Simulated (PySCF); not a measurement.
The system is F2Ge, in a box.

```
F Ge
1.0
    11.00000    0.00000    0.00000
     0.00000   12.00000    0.00000
     0.00000    0.00000   10.00000
F Ge
2 1
Direct
  0.44148 0.40034 0.46252
  0.50544 0.60316 0.52868
  0.56088 0.46755 0.54429
```

Base run:

* Program: PySCF 2.14.0
* Functional: CAM-B3LYP
* Potentials or basis: pob-tzvp-rev2 (all-electron)
* k mesh: 1 × 1 × 1
* Occupations: fixed
* Spin: no spin polarisation

Its results: gap between the frontier levels 9.15 eV.

Problem. The run is repeated on the same cell with these changes: functional from CAM-B3LYP to r2SCAN50. What comes out?

Solution. Gap between the frontier levels 8.85 eV.

Caveats: this is a molecule in a periodic box at the Γ point, so its band gap is the HOMO-LUMO gap; relativity is left out, which matters for the heavier elements; the basis of atomic orbitals isn't converged, which shifts pressures, moduli and gaps; this basis is made for solids and lacks diffuse functions, so gaps of a molecule come out too wide by an eV or more.

A k mesh can miss the band edges.

Not every run made on this cell is shown here.
